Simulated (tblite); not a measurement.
# CH9Cl2NSi3: the cost of one run

Programs: tblite 0.8.0 and PySCF 2.14.0. All values are calculated, for the isolated system unless a continuum is named. Atoms count from 0, parts from 1.

## Step 1: Starting point

16 atoms, charge 0, multiplicity 1; geometry: distance geometry start.

## Step 2: Geometry optimisation with GFN2-xTB

Job settings and geometry (Å):

```
{"job": {"kind": "relax", "xc": "GFN2-xTB", "basis": "xTB"}, "charge": 0, "multiplicity": 1}
Si    -0.115986     1.108630     0.445750
N     -1.519146     0.378327    -0.067483
Si    -2.057733    -0.874663     0.891971
C      1.415888     0.116544     0.652463
Si     1.859771    -0.601511    -0.960596
Cl     0.219591     2.736374    -0.759299
Cl    -0.467836     2.087911     2.256719
H     -2.232443     1.080490    -0.187607
H     -3.196578    -1.498679     0.200214
H     -0.978144    -1.845289     1.126873
H     -2.568398    -0.279101     2.176881
H      1.305521    -0.658442     1.411149
H      2.259571     0.763343     1.009494
H      2.122313     0.385228    -2.007694
H      3.110759    -1.408826    -0.809668
H      0.799273    -1.570802    -1.422313
```

Level: GFN2-xTB geometry optimisation, gas phase.

On the command line:

```sh
$ OMP_NUM_THREADS=1 python cluster_run.py task.json out
```

The driver reads the jobs from task.json and runs them one after another.

**Question.** How long does this first job take on 1 thread of Arm Neoverse V2, shared host?

About 4.2 s.
